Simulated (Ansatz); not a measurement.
Predict the output of the script below (Ansatz 0.2.0 through its Python package).

`ch6bfsi.py`
```python
"""Energy of CH6BFSi as one group turns about a bond."""

import ansatz as az
from ase import Atoms

BASIS_SET = "6-31G*"
FUNCTIONAL = "B3LYP"
FMAX = 0.02

atoms = Atoms(["C", "Si", "B", "F", "H", "H", "H", "H", "H", "H"], positions=[
    [-1.186, 0.5561, -0.4323],
    [-0.0041, -0.1489, 0.7398],
    [1.5933, -0.5935, -0.2297],
    [1.6556, -1.5195, -1.319],
    [-0.8041, 1.5128, -0.9119],
    [-2.1641, 0.8727, 0.1033],
    [-1.4408, -0.1278, -1.2415],
    [-0.5312, -1.3466, 1.3296],
    [0.3114, 0.8404, 1.8445],
    [2.6531, -0.0969, 0.1202],
])

# start the scan from a relaxed geometry
first = (
    az.Crystal.molecule_from_ase(atoms).calculation()
    .basis(gaussian=BASIS_SET)  # the orbital basis, by name
    .functional(FUNCTIONAL)
    .relax(force_tolerance=FMAX, max_steps=80)
)
atoms.positions = first.run().report["positions_ang"]

start = atoms.get_dihedral(2, 1, 0, 4)
energies = {}
for turn in range(0, 121, 15):
    turned = atoms.copy()
    turned.set_dihedral(2, 1, 0, 4, start + turn, indices=[0, 4, 5, 6])
    model = (
        az.Crystal.molecule_from_ase(turned).calculation()
        .basis(gaussian=BASIS_SET)
        .functional(FUNCTIONAL)
    )
    energies[round((start + turn) % 360)] = model.run().report["free_energy_ev"]
floor = min(energies.values())
print("dihedral B2-Si1-C0-H4 (deg)   E - E(min) (eV)")
for angle, e in sorted(energies.items()):
    print(f"{angle:8d} {(e - floor):14.3f}  " + "#" * int(30 * (e - floor) / max(max(energies.values()) - floor, 1e-9)))
```

Output of `python ch6bfsi.py`:
```text
dihedral B2-Si1-C0-H4 (deg)   E - E(min) (eV)
      14          0.040  #########################
      29          0.024  ###############
      44          0.007  ####
      59          0.000
     299          0.000
     314          0.007  ####
     329          0.023  ###############
     344          0.040  #########################
     359          0.047  ##############################
```

The scan is rigid and the energies are electronic, in a modest basis. With rigid groups the curve can differ much from the relaxed path, the start wasn't checked as a minimum of this torsion, and equivalent turns needn't return to the same energy. b3lyp holds the VWN-RPA fit, as in Gaussian; the form of ORCA and Turbomole is b3lyp5. Hardware and time: 2.5 min on 1 thread of Arm Neoverse V1, on a shared host, peak memory 0.22 GiB.
